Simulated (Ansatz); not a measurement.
# C₃H₈OSi: one species, many methods

How much do the methods differ for C₃H₈OSi? The plan is to run it at one geometry with functionals of several rungs and with coupled cluster. The yardstick is the atomisation energy at the CCSD(T) limit.

The runs use Ansatz 0.2.0, Gaussian basis; functionals in def2-TZVPP, the program's frozen cores in correlated methods.

Plan: PBE-D4, r2SCAN-D4, PBE0-D4, B3LYP-D4, ωB97X-V, ωB97M-V, B2PLYP; CCSD(T)/def2-TZVPP; MP2/def2-QZVPP; extrapolation to the limit.

### 1 Structure used throughout

An earlier PBE0-D4 in a triple-zeta def2 set relaxation fixed the geometry.

SMILES `CC1(O)C[SiH2]1`, 13 atoms, charge 0, spin multiplicity 1.

Atoms are counted from 1 here; the program's logs count them from 0.

Bond lengths: C1–C2 1.504 Å, C1–H6 1.093 Å, C1–H7 1.096 Å, C1–H8 1.093 Å, C2–O3 1.407 Å, C2–C4 1.526 Å, C2–Si5 1.882 Å, O3–H9 0.961 Å, C4–Si5 1.857 Å, C4–H10 1.086 Å, C4–H11 1.086 Å, Si5–H12 1.478 Å, Si5–H13 1.480 Å. Angles: C2–C1–H6 111.2°, C2–C1–H7 110.0°, C2–C1–H8 111.3°, H6–C1–H7 108.4°, H6–C1–H8 107.5°, H7–C1–H8 108.4°, C1–C2–O3 114.0°, C1–C2–C4 116.7°, C1–C2–Si5 121.8°, O3–C2–C4 110.9°, O3–C2–Si5 118.4°, C4–C2–Si5 65.0°, C2–O3–H9 108.1°, C2–C4–Si5 66.8°, C2–C4–H10 116.5°, C2–C4–H11 113.9°, Si5–C4–H10 120.7°, Si5–C4–H11 117.1° and more.

### 2 PBE-D4 (GGA)

File in.yaml:

```yaml
crystal:
  periodic: [false, false, false]
  atoms:
    - {symbol: C, position_ang: [-1.482594, 0.347744, 0.084534]}
    - {symbol: C, position_ang: [-0.127465, -0.288329, 0.228926]}
    - {symbol: O, position_ang: [-0.124413, -1.454047, 1.016556]}
    - {symbol: C, position_ang: [0.673616, -0.496444, -1.053199]}
    - {symbol: Si, position_ang: [1.458561, 0.717824, 0.111389]}
    - {symbol: H, position_ang: [-1.879996, 0.656366, 1.055341]}
    - {symbol: H, position_ang: [-2.183810, -0.363880, -0.365739]}
    - {symbol: H, position_ang: [-1.438161, 1.236059, -0.550162]}
    - {symbol: H, position_ang: [-0.274602, -1.197790, 1.930511]}
    - {symbol: H, position_ang: [0.209406, -0.160105, -1.975171]}
    - {symbol: H, position_ang: [1.134167, -1.476628, -1.130755]}
    - {symbol: H, position_ang: [2.645961, 0.283318, 0.876518]}
    - {symbol: H, position_ang: [1.409934, 2.161215, -0.213949]}
basis:
  gaussian: {orbitals: def2-TZVPP}
hamiltonian: {xc: pbe, dispersion: d4}
output: {forces: true, orbitals: {seedname: orbitals}}
```

On the command line:

```console
$ ansatz run in.yaml --threads 4 --pin off --events-out ev --progress --plain --max-ram 10444MiB
```

After this run come: r2SCAN-D4 (meta-GGA); PBE0-D4 (hybrid); B3LYP-D4 (hybrid); ωB97X-V (range-separated); ωB97M-V (range-separated); B2PLYP (double hybrid); CCSD(T) in def2-TZVPP; MP2 in def2-QZVPP.

Before running them: what should the planned runs give, taken together? Wanted: atomisation energy, CCSD(T)/CBS; farthest; mean size of error, hybrid; mean size of error, range-separated; gap, smallest and largest; T1 diagnostic; triples share of the correlation energy.

**Answer**, as computed:

| quantity | value |
| --- | --- |
| atomisation energy, CCSD(T)/CBS | 4848.6 kJ/mol |
| functionals within 24.2 kJ/mol (0.5 %) | r2SCAN-D4, PBE0-D4, B3LYP-D4, ωB97X-V, ωB97M-V |
| farthest | PBE-D4 (+95.9 kJ/mol) |
| mean size of error, hybrid | 13.2 kJ/mol |
| mean size of error, range-separated | 14.3 kJ/mol |
| gap, smallest and largest | 4.53 eV (PBE-D4), 10.66 eV (ωB97X-V) |
| T1 diagnostic | 0.0115 |
| triples share of the correlation energy | 4.0 % |

**Reading.** PBE-D4 is off by +95.9 kJ/mol. Double hybrids carry the basis error of their MP2 part in triple zeta, and no dispersion term here, so their miss is partly the set-up's. Misses under about 24.2 kJ/mol are within the doubt on the reference itself, which lacks core-valence correlation, relativity and higher excitations. Hartree-Fock recovers 73 % of the binding; the rest is correlation. Orbital gaps span 4.5 to 10.7 eV; exact exchange widens them.
